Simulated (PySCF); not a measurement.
# SiClF2 (SMILES F[Si](F)Cl) at UB2PLYP/STO-6G

What is the vertical ionisation energy of SiClF2 at UB2PLYP/STO-6G? Input form: a Python script.

Program for the calculation: PySCF 2.14.0.

9 further runs of the same task are left out: 1 that didn't finish, 8 set aside as unsound or not needed.

**1. The molecule**

The species is SiClF2 (4 atoms), meant as a doublet with charge 0. SMILES: `F[Si](F)Cl`. The shape is that of a PBE0-D4/def2-TZVP optimisation.

Bond lengths: F1–Si2 1.585 Å, Si2–F3 1.585 Å, Si2–Cl4 2.036 Å. Angles: F1–Si2–F3 107.0°, F1–Si2–Cl4 108.9°, F3–Si2–Cl4 108.9°.

**2. The energy at UB2PLYP/STO-6G**

Contents of calc.py:

```python
# F[Si](F)Cl
from pyscf import gto, dft, mp

mol = gto.M(
    atom='F 1.308200 0.129000 0.798000; Si 0.221200 -0.316500 -0.265700; F -0.871800 -1.157400 0.514900; Cl -0.657600 1.344900 -1.047300',
    max_memory=1860,
    basis='sto-6g',
    spin=1,
    verbose=3,
)

mf = dft.UKS(mol, xc='0.53*HF + 0.47*B88, 0.73*LYP')
mf.grids.level = 5
mf.conv_tol = 1e-10
mf.kernel()
if not mf.converged:
    mf = mf.newton().run(mf.mo_coeff, mf.mo_occ)

pt = mp.MP2(mf, frozen=12).run()
energy = mf.e_tot + 0.27 * pt.e_corr
print('PT2 part  %.8f' % (0.27 * pt.e_corr))
print(f'total energy: {energy:.8f} hartree')
```

The run is started by

```sh
$ OMP_NUM_THREADS=1 python calc.py
```

Standard output:

```text
converged SCF energy = -945.181523276445  <S^2> = 0.75385761  2S+1 = 2.0038539
E(UMP2) = -945.278648378031  E_corr = -0.0971251015857418
E(SCS-UMP2) = -945.27783255768  E_corr = -0.0963092812343908
PT2 part  -0.02622378
total energy: -945.20774705 hartree
```

It took 8.4 s on 1 thread of Arm Neoverse V1, shared host; peak memory 0.24 GiB.

**3. The singlet cation at the same level**

Contents of mol.xyz:

```xyz
4
ClF2Si
F      1.308200     0.129000     0.798000
Si     0.221200    -0.316500    -0.265700
F     -0.871800    -1.157400     0.514900
Cl    -0.657600     1.344900    -1.047300
```

Contents of input.py:

```python
from pyscf import gto, dft, mp

molecule = gto.M(
    atom='mol.xyz',
    charge=1,
    max_memory=1860,
    verbose=3,
    basis='sto-6g',
    spin=0,
)

myscf = dft.RKS(molecule, xc='0.53*HF + 0.47*B88, 0.73*LYP')
myscf.conv_tol = 1e-10
myscf.grids.level = 5
myscf.kernel()
if not myscf.converged:
    myscf = myscf.newton().run(myscf.mo_coeff, myscf.mo_occ)

pt = mp.MP2(myscf, frozen=12).run()
e_tot = myscf.e_tot + 0.27 * pt.e_corr
print('PT2 part  %.8f' % (0.27 * pt.e_corr))
print('E(%s) = %.9f' % ('B2PLYP', e_tot))
```

The run is started by

```sh
$ OMP_NUM_THREADS=1 python input.py
```

Standard output:

```text
converged SCF energy = -944.91626257833
E(RMP2) = -945.085204336806  E_corr = -0.168941758475602
E(SCS-RMP2) = -945.085394476941  E_corr = -0.169131898610635
PT2 part  -0.04561427
E(B2PLYP) = -944.961876853
```

Run time: 6 s. Hardware: 1 thread of Arm Neoverse V1, shared host; peak memory 0.23 GiB.

**4. Results**

At UB2PLYP/STO-6G, 12 core orbitals frozen:

| quantity | value |
| --- | --- |
| doublet SiClF2: total energy | -945.20775 Eh |
| doublet SiClF2: dipole moment (SCF part) | 2.53 D |
| doublet SiClF2: HOMO energy (SCF part's orbitals) (highest over α and β) | -5.32 eV |
| doublet SiClF2: LUMO energy (SCF part's orbitals) (lowest over α and β) | 1.23 eV |
| doublet SiClF2: ⟨S²⟩ | 0.754 |
| singlet cation: total energy | -944.96188 Eh |
| singlet cation: HOMO energy (SCF part's orbitals) | -16.23 eV |
| singlet cation: LUMO energy (SCF part's orbitals) | -9.03 eV |
| singlet cation: HOMO–LUMO gap (SCF part's orbitals) | 7.20 eV |
| vertical ionisation energy (to the singlet cation) | 6.690 eV |

**Reading.** Removing an electron at fixed nuclei costs 6.69 eV (646 kJ/mol). Only the singlet of the ionised species was computed; a triplet could lie lower. In a minimal basis such a difference can be off by several eV, whatever the method. Mulliken charges (doublet SiClF2) run from -0.38 on Cl4 to +0.92 on Si2; they depend strongly on the basis.
